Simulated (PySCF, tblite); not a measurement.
# C₆H₈F₂O+ (doublet): geometry, infrared bands and EPR parameters

Aim: predict the infrared bands and EPR parameters of C₆H₈F₂O+ (doublet) (`[CH2+][C](CF)/C(=C\F)CO`).

The runs use tblite 0.8.0 and PySCF 2.14.0, with density-fitted response routines of our own; the level of theory stands in each step. All values are computed, except where a source is named. Atoms count from 0, in the outputs and in this text.

**1. The starting structure**

17 atoms, charge 1, multiplicity 2; geometry from: force field or distance geometry start.

Bonds of the start (Å): C0–C1 1.48, C1–C2 1.48, C2–F3 1.40, C1–C4 1.48, C4–C5 1.33, C5–F6 1.37, C4–C7 1.50, C7–O8 1.38, C0–H9 1.11, C0–H10 1.07, C2–H11 1.12, C2–H12 1.11, C5–H13 1.10, C7–H14 1.11, C7–H15 1.12, O8–H16 1.01.

**2. Optimising the geometry with GFN2-xTB**

What the job is given:

```
{"job": {"kind": "relax", "xc": "GFN2-xTB", "basis": "xTB"}, "charge": 1, "multiplicity": 2}
C     -1.785600    -0.990400     0.740700
C     -0.894700     0.151300     0.437200
C     -1.357400     1.009500    -0.682900
F     -0.430100     2.042800    -0.865200
C      0.500700    -0.277900     0.182500
C      0.699900    -1.184600    -0.763200
F     -0.323100    -1.740900    -1.487600
C      1.697800     0.264600     0.897600
O      1.846300     1.631200     0.749300
H     -2.625200    -0.799500     1.443300
H     -1.717700    -1.973600     0.335800
H     -1.388800     0.427800    -1.636000
H     -2.358600     1.458900    -0.542000
H      1.702800    -1.548400    -1.022700
H      1.647600    -0.047700     1.956900
H      2.596900    -0.204000     0.431000
H      2.182500     1.792900    -0.184800
```

The run is started by

```console
$ OMP_NUM_THREADS=1 python probes_run.py task.json out
```

This one command runs all jobs of the session in turn.

The log of the run:

```text
step      E/eV     max force
  0    -810.95255    4.804
  1    -811.45513    2.256
  2    -811.62790    1.546
  3    -811.77254    0.844
  4    -811.86861    1.042
  5    -811.95012    1.047
  6    -812.10714    1.522
  7    -812.22148    1.191
  8    -812.33376    1.070
  9    -812.42617    0.765
 10    -812.51435    1.081
 11    -812.63482    1.098
 12    -812.73437    0.664
 13    -812.78773    0.608
 14    -812.84079    0.545
 15    -812.87609    0.629
 16    -812.89522    0.875
 17    -812.92050    0.358
 18    -812.93033    0.180
 19    -812.93968    0.205
 20    -812.94802    0.231
 21    -812.95454    0.196
 22    -812.95981    0.171
 23    -812.96524    0.200
 24    -812.97030    0.181
 25    -812.97476    0.147
 26    -812.97868    0.144
 27    -812.98286    0.150
 28    -812.98760    0.167
 29    -812.99262    0.190
 30    -812.99773    0.193
 31    -813.00357    0.202
 32    -813.01118    0.218
 33    -813.02024    0.218
 34    -813.02815    0.265
 35    -813.03420    0.245
 36    -813.03991    0.171
 37    -813.04627    0.195
 38    -813.05392    0.215
 39    -813.06205    0.213
 40    -813.07118    0.231
 41    -813.08151    0.327
 42    -813.08578    0.591
 43    -813.10812    0.450
 44    -813.12598    0.328
 45    -813.14463    0.597
 46    -813.16735    0.393
 47    -813.18812    0.717
 48    -813.22304    0.294
 49    -813.24767    0.442
 50    -813.27212    0.274
 51    -813.28529    0.331
 52    -813.29462    0.237
 53    -813.29960    0.184
 54    -813.30566    0.191
 55    -813.31135    0.246
 56    -813.31812    0.277
 57    -813.32501    0.201
 58    -813.33175    0.220
 59    -813.33990    0.236
 60    -813.35013    0.266
 61    -813.35595    0.262
 62    -813.36140    0.168
 63    -813.36449    0.123
 64    -813.36851    0.125
 65    -813.37171    0.168
 66    -813.38011    0.235
 67    -813.38712    0.240
 68    -813.39334    0.193
 69    -813.39706    0.177
 70    -813.39977    0.280
 71    -813.40491    0.191
 72    -813.41221    0.181
 73    -813.41672    0.442
 74    -813.42484    0.282
 75    -813.43050    0.239
 76    -813.43663    0.403
 77    -813.44430    0.200
 78    -813.45880    0.189
 79    -813.47390    0.184
 80    -813.48062    0.169
 81    -813.48751    0.166
 82    -813.49398    0.159
 83    -813.49923    0.193
 84    -813.50414    0.403
 85    -813.51020    0.151
 86    -813.51358    0.140
 87    -813.51550    0.115
 88    -813.51742    0.132
 89    -813.52027    0.139
 90    -813.52364    0.156
 91    -813.52634    0.117
 92    -813.52770    0.073
 93    -813.52832    0.046
 94    -813.52864    0.039
 95    -813.52883    0.029
 96    -813.52897    0.030
 97    -813.52909    0.023
 98    -813.52920    0.024
 99    -813.52936    0.026
100    -813.52949    0.026
101    -813.52960    0.029
102    -813.52971    0.027
103    -813.52982    0.023
104    -813.52992    0.021
105    -813.52998    0.015
106    -813.53001    0.014
107    -813.53004    0.013
108    -813.53006    0.011
109    -813.53007    0.009
```

Wall time 0.67 s (1 thread of Arm Neoverse V2, shared host).

Step by step: (not every step is listed)

```tsv
step	energy from step 0 (eV)	largest force (eV/Å)
0	0.0000	4.8043
1	-0.5026	2.2561
2	-0.6753	1.5465
3	-0.8200	0.8441
4	-0.9161	1.0419
5	-0.9976	1.0468
6	-1.1546	1.5219
7	-1.2689	1.1905
8	-1.3812	1.0702
17	-1.9679	0.3577
26	-2.0261	0.1443
35	-2.0817	0.2447
44	-2.1734	0.3281
53	-2.3471	0.1838
62	-2.4089	0.1680
71	-2.4524	0.1905
80	-2.5281	0.1693
89	-2.5677	0.1394
98	-2.5766	0.0239
104	-2.5774	0.0211
105	-2.5774	0.0147
106	-2.5775	0.0142
107	-2.5775	0.0129
108	-2.5775	0.0107
109	-2.5775	0.0088
```

Distances of close pairs at the start and the end, largest changes first:

```tsv
bond	before (Å)	after (Å)	change (Å)
C0–C1	1.480	1.352	-0.128
C5–F6	1.371	1.306	-0.065
O8–H16	1.006	0.967	-0.039
C2–F3	1.400	1.362	-0.038
C4–C5	1.325	1.361	+0.036
C0–H9	1.111	1.078	-0.034
C1–C4	1.482	1.456	-0.026
C2–H11	1.117	1.097	-0.020
```

The next job starts from the end point, and lists it.

**3. Vibrational analysis with GFN2-xTB**

What the job is given:

```
{"job": {"kind": "ir", "xc": "GFN2-xTB", "basis": "xTB"}, "charge": 1, "multiplicity": 2}
C     -1.894402    -0.961349     0.326369
C     -0.881522    -0.150643    -0.054397
C     -1.158659     1.267377    -0.457415
F     -0.230555     1.728726    -1.341323
C      0.511474    -0.574339    -0.060319
C      0.891604    -1.838835    -0.389797
F      0.035036    -2.748247    -0.770864
C      1.569248     0.437105     0.264229
O      1.079034     1.397133     1.134399
H     -2.918214    -0.626643     0.288670
H     -1.728750    -1.951786     0.716529
H     -2.140057     1.346645    -0.941676
H     -1.133711     1.941787     0.413049
H      1.917335    -2.190097    -0.402539
H      2.438294    -0.086744     0.699675
H      1.932384     0.895258    -0.677060
H      1.704464     2.126684     1.242559
```

The log of the run:

```text
mode    cm-1     km/mol
  1      69.2      5.47
  2     117.4      5.70
  3     128.0      6.05
  4     184.3      9.28
  5     199.4     16.75
  6     220.3      7.65
  7     255.1     13.18
  8     348.0     16.70
  9     377.5    115.90
 10     392.3      6.10
 11     397.7      1.46
 12     453.8      8.10
 13     534.7      7.15
 14     597.9     15.63
 15     645.4     32.80
 16     741.4      1.78
 17     783.6      0.82
 18     861.5      6.29
 19     880.2      4.96
 20     916.9      9.53
 21     923.4     23.76
 22    1067.1     61.56
 23    1097.6     82.45
 24    1134.4    187.05
 25    1143.6      4.80
 26    1156.0      7.92
 27    1180.6     10.33
 28    1201.4      9.50
 29    1210.9     40.69
 30    1261.2     24.54
 31    1302.9     85.42
 32    1314.0     58.50
 33    1342.0     97.11
 34    1353.0    154.62
 35    1380.2     16.46
 36    1542.4    362.33
 37    1553.3    206.80
 38    2777.1     21.06
 39    2834.3     43.40
 40    2869.5     41.58
 41    2916.0     51.95
 42    3049.3     22.32
 43    3105.2     30.33
 44    3139.0      3.22
 45    3487.9    224.20
```

It took 0.48 s on 1 thread of Arm Neoverse V2, shared host.

The strongest bands and the atoms that carry them (share of the mass-weighted mode):

```tsv
cm⁻¹	km/mol	atoms
378	115.9	H16 79 %, O8 12 %
1134	187.1	H16 20 %, C7 20 %, O8 17 %
1303	85.4	C7 29 %, H15 16 %, C4 14 %, H16 13 %
1342	97.1	H11 42 %, H12 40 %
1353	154.6	H15 42 %, H14 41 %
1542	362.3	C5 34 %, C4 31 %, C1 15 %, C0 13 %
1553	206.8	C1 36 %, C0 26 %, C4 16 %, C5 14 %
3488	224.2	H16 94 %
```

**4. g tensor and hyperfine couplings: B3LYP/pcH-1**

The job, as its differences from that of step 3:

```diff
@@ -1,2 +1,2 @@
-{"job": {"kind": "ir", "xc": "GFN2-xTB", "basis": "xTB"}, "charge": 1, "multiplicity": 2}
+{"job": {"kind": "epr", "basis": "pcH-1"}, "charge": 1, "multiplicity": 2}
 C     -1.894402    -0.961349     0.326369
```

With the program's defaults for keys left out, this is: UKS B3LYP, pcH-1 on C F H O, non-relativistic, mean-field spin-orbit, GIAO.

The log of the run:

```text
UKS, coarse grid
  cycle   1  E = -507.86974220  |g| = 6.43e-01
  cycle   2  E = -507.09831814  |g| = 1.43e+00
  cycle   3  E = -507.97516348  |g| = 3.08e-01
  cycle   4  E = -508.01330341  |g| = 9.34e-02
  cycle   5  E = -508.01612751  |g| = 4.41e-02
  cycle   6  E = -508.01689510  |g| = 1.92e-02
  cycle   7  E = -508.01708391  |g| = 5.38e-03
  cycle   8  E = -508.01710706  |g| = 2.89e-03
  cycle   9  E = -508.01711740  |g| = 1.81e-03
  cycle  10  E = -508.01712022  |g| = 7.63e-04
UKS, final grid
  cycle   1  E = -508.01698077  |g| = 1.24e-03
  cycle   2  E = -508.01697890  |g| = 2.22e-03
  cycle   3  E = -508.01698163  |g| = 1.98e-04
  cycle   4  E = -508.01698166  |g| = 7.49e-05
  cycle   5  E = -508.01698167  |g| = 6.27e-05
  cycle   6  E = -508.01698167  |g| = 1.89e-05
E = -508.01698167 Eh   <S^2> = 0.7635 (exact 0.7500)
g shifts (ppm)      1          2          3
  rmc          -190       -190       -190
  gc             18         35         24
  oz_so         299       2017       3283
  total         127       1862       3117
hyperfine (MHz)  atom isotope    a_iso     a_fc   dipolar eigenvalues
    0   13C      26.85      26.85    -31.23    -30.52     61.75
    1   13C     -13.00     -13.00     -7.23     -2.02      9.24
    2   13C       4.23       4.23     -2.68     -1.95      4.64
    3   19F       0.44       0.44    -22.34    -17.59     39.92
    4   13C      -4.25      -4.25    -11.46     -8.63     20.09
    5   13C      24.11      24.11    -31.94    -30.81     62.75
    6   19F      86.72      86.72   -169.42   -155.16    324.58
    7   13C      -9.02      -9.02     -4.15     -2.56      6.71
    8   17O      -5.76      -5.76    -22.39     10.92     11.47
    9    1H     -25.27     -25.27    -14.72     -2.41     17.13
   10    1H     -24.70     -24.70    -11.77     -3.07     14.83
   11    1H      42.41      42.41     -2.78     -0.06      2.85
   12    1H      29.50      29.50     -2.73     -1.84      4.57
   13    1H     -27.08     -27.08    -13.76     -3.47     17.22
   14    1H      86.60      86.60     -3.99      0.03      3.96
   15    1H      94.79      94.79     -4.48     -2.14      6.62
   16    1H      -5.09      -5.09     -5.04     -2.70      7.75
```

Wall time 93 s (1 thread of Arm Neoverse V2, shared host); peak memory 1.1 GiB.

Principal g values 2.00245, 2.00418, 2.00544; g(iso) = 2.00402, against 2.00232 for a free electron.

Mean a(iso) over the nuclei that a row names, and the largest dipolar term of the row (other rows stand at the frozen geometry):

```tsv
nuclei	isotope	a(iso) (MHz)	a(iso) (G, at g = 2.0023)	largest dipolar term (MHz)
H14, H15	1H	90.7	32.4	6.6
F6	19F	86.7	30.9	324.6
H11, H12	1H	36.0	12.8	4.6
H13	1H	-27.1	-9.7	17.2
C0	13C	26.9	9.6	61.8
H9, H10	1H	-25.0	-8.9	17.1
C5	13C	24.1	8.6	62.8
C1	13C	-13.0	-4.6	9.2
C7	13C	-9.0	-3.2	6.7
O8	17O	-5.8	-2.1	-22.4
H16	1H	-5.1	-1.8	7.7
C4	13C	-4.3	-1.5	20.1
C2	13C	4.2	1.5	4.6
F3	19F	0.4	0.2	39.9
```

Mulliken spin populations:

C0 0.39; C1 0.01; C2 0.01; F3 0.01; C4 0.10; C5 0.33; F6 0.06; C7 -0.01; O8 0.07; H9 -0.02; H10 -0.02; H11 0.02; H12 0.01; H13 -0.02; H14 0.03; H15 0.03; H16 0.00

In first order the couplings over 0.8 MHz of 1H, 19F give 216 distinct lines over 150.6 G, if the averaged nuclei exchange fast; the same motion can average rows kept apart here too.

The fields below are evaluated on a grid from the run's orbitals.

ELF in a plane through or near 6 of the atoms.

Ten even steps from '0' (0.00) to '9' (1.00):
```
0000000000000000000000000000
0000000000000000000000000000
0000000000000012100000000000
0000000038950157620000000000
0000000199993278861000000000
0000000089997572782000000000
0000000004882145640000000000
0000000000048860000110000000
0000000122255554466531000000
0000001588666677576433200000
0000003899842245552123300000
0000003798500027851000000000
0000000000002341289940000000
0000000000003333599992000000
0000000000001002368981000000
0000000000000000001100000000
0000000000000000000000000000
0000000000000000000000000000
0000000000000000000000000000
0000000000000000000000000000
```
The map spans 11.1 Å across and 10.6 Å up, centred on the molecule. Atoms in the plane (x, y in Å): C2 (0.8, -1.5), C5 (-0.4, 2.0), F6 (0.7, 2.7), H11 (1.8, -1.8), H13 (-1.3, 2.6), H15 (-2.0, -0.3).

On the surface of density 0.002 e/bohr³ the electrostatic potential runs, from the 1st to the 99th percentile, from 2.47 V near F3 to 6.06 V near H16.

The spin density lies nearest to C0, C5 about 25 % each; C4 10 %; F6 7 %; C1 6 %.

**5. Results**

| quantity | value |
| --- | --- |
| strongest single infrared mode (GFN2-xTB) | 1542 cm⁻¹, 362 km/mol |
| zero-point energy (GFN2-xTB) | 77.8 kcal/mol |
| g(iso) (B3LYP) | 2.00402 |
| ⟨S²⟩ | 0.763 (exact 0.75) |
| largest a(iso) (averaged by class) | 1H on H14, H15, 90.7 MHz |

The optimisation took 109 steps and gained 2.578 eV; among the close pairs (by a distance rule), C0–C1 changed most, from 1.480 to 1.352 Å. All 45 modes are real, so the xTB geometry is a minimum. The strongest single mode, at 1542 cm⁻¹, is carried by C5, C4, C1, C0. Unscaled tight-binding wavenumbers are off by several per cent, some by more. Its intensities can rank the bands wrongly. The largest spin populations lie on C0 (0.39 e), C5 (0.33 e). The isotropic g lies 1.7 ppt above the free-electron value.
